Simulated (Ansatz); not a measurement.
# F2H2OSi: the cost of one run

Method: RKS LDA/def2-SVP, in Ansatz 0.2.0.

## 1. The structure to begin with

Bond lengths: Si1–H2 1.460 Å, Si1–F3 1.590 Å, Si1–O4 1.679 Å, O4–H5 1.010 Å, Si1–F6 1.589 Å. Angles: H2–Si1–F3 109.5°, H2–Si1–O4 109.5°, H2–Si1–F6 109.5°, F3–Si1–O4 109.5°, F3–Si1–F6 109.5°, O4–Si1–F6 109.5°, Si1–O4–H5 109.5°.

As a file:

```xyz
6

Si    0.0000    0.0000    0.0000
H     0.0000    0.0000    1.4600
F     1.4994    0.0000   -0.5295
O    -0.7913    1.3709   -0.5594
H    -1.7491    1.1401   -0.7818
F    -0.7489   -1.2974   -0.5295
```

## 2. Preparing the start

File input.yaml:

```yaml
crystal:
  periodic: [false, false, false]
  atoms:
    - { symbol: Si, position_ang: [0.0, 0.0, 0.0] }
    - { symbol: H, position_ang: [0.0, 0.0, 1.46] }
    - { symbol: F, position_ang: [1.4994, 0.0, -0.5295] }
    - { symbol: O, position_ang: [-0.7913, 1.3709, -0.5594] }
    - { symbol: H, position_ang: [-1.7491, 1.1401, -0.7818] }
    - { symbol: F, position_ang: [-0.7489, -1.2974, -0.5295] }
basis:
  gaussian: { orbitals: def2-SVP }
hamiltonian:
  xc: lda
relax:
  f_tol: 0.02
  max_steps: 40
```

The run is started by

```bash
ansatz run input.yaml --threads 1 --pin off --max-ram 2048MiB --backend cpu --events-out ev --progress --plain --runs-dir out
```

Q: Estimate wall time and peak memory on 1 thread of Arm Neoverse V1, shared host.

About 14 s, with a peak of 0.13 GiB.
